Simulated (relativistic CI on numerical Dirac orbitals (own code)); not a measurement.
**Pt³⁰⁺: how the levels respond to the fine-structure constant and the nuclear radius**

Aim: the factor q = dE/dx of each excitation energy, x = (α/α0)² − 1, by finite differences, and the field-shift factor by the mean square nuclear radius, for the lowest 30 levels.

The numbers are computed with relativistic CI on numerical Dirac orbitals (own code) version 2 (Dirac-Coulomb-Breit CI, KLI orbitals optimised for each configuration, derivatives by finite differences), except any that are marked as measured or tabulated.

## 1. The atom as given

* ion: Pt³⁰⁺ (Pt XXXI)
* nuclear charge: 78
* electrons: 48
* isotope: A = 195
* first configuration: [Kr] 4d10 4f2

Outer shells as boxes (Hund's rule):

[Kr] 4d10 4f2
```
[Kr] core
4d [↑↓][↑↓][↑↓][↑↓][↑↓]
4f [↑ ][↑ ][  ][  ][  ][  ][  ]
```

## 2. Levels and derivatives

Input settings:

```ini
atom Pt  Z=78  charge=30  electrons=48
nucleus A=195  rms_radius_fm=5.4270
hamiltonian dirac-coulomb  breit=on  qed=off  c_scale=1
orbitals kli  potential=per-configuration
slater_scale 1
correlation none
mixing on
configurations
  [Kr] 4d10 4f2
  [Kr] 4d9 4f3
  [Kr] 4d10 4f 5s
  [Kr] 4d10 4f 5p
  [Kr] 4d10 5s2
  [Ar] 3d10 4s2 4p5 4d10 4f3
  [Kr] 4d10 5s 5p
  [Kr] 4d10 4f 5d
end
derivatives alpha2 +-0.01 radius +-1%
```

Q: Predict the outcome of this session. Wanted: lowest level; largest q in size, lowest 30 levels; largest K in size within the lowest configuration; largest field-shift factor among them.

The runs gave:

| quantity | value |
| --- | --- |
| lowest level | 4f2 3H4 |
| largest q in size, lowest 30 levels | -599900 cm⁻¹ (4f 5s 3F°2) |
| largest K in size within the lowest configuration | 2.01 (4f2 3H5) |
| largest field-shift factor among them | 1.05e+03 GHz/fm² (4f 5s 3F°4) |

**Reading.** Among these levels the largest q belongs to 4f 5s 3F°2, a change of configuration. The fine-structure partner 3H5 has K = 2.01, close to the 2 of an interval that scales as α². K = 2q/E, the relative sensitivity of a level, hangs on the computed energy: between configurations that lie close it can be off by a factor of several.
